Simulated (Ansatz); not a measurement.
# AgRh: equation of state with PBE

Crystal: AgRh.

```
Ag Rh
1.0
     2.77759    0.00000    0.00000
    -1.38879    2.40546    0.00000
     0.00000    0.00000    4.80860
Ag Rh
1 1
Direct
  0.00000 0.00000 0.50000
  0.66667 0.33333 0.00000
```

The cell comes from a database or a generator and needn't be the stable form of this composition.

```json
{
 "Program": "Ansatz 0.2.0",
 "Task": "equation of state",
 "Functional": "PBE",
 "Potentials or basis": "all-electron LAPW, scalar-relativistic",
 "Basis error allowed": "0.0005 eV/atom",
 "k mesh": "11 × 11 × 6",
 "Occupations": "fermi-dirac, width 0.05 eV",
 "Spin": "no spin polarisation"
}
```

| Quantity | Value |
| --- | --- |
| Equilibrium volume | 15.82 Å³/atom |
| Bulk modulus at fixed shape and positions | 158 GPa |
| Pressure derivative of the bulk modulus | 5.5 |

Energy against volume, from the lowest point:
```
volume (Å³/atom)  energy (meV/atom)
          15.100              17.58
          15.421               5.00
          15.743               0.00
          16.064               1.66
          16.385               9.15
          16.707              21.76
          17.028              38.83
```

All runs of the series together: 12 min on 1 thread of Intel(R) Xeon(R) Processor @ 2.50GHz (Skylake/Cascade Lake), with other jobs on the host.

Caveat: the cell was scaled at fixed shape and fractional positions, which overstates the stiffness of a crystal with free parameters, most of all of layers and chains.
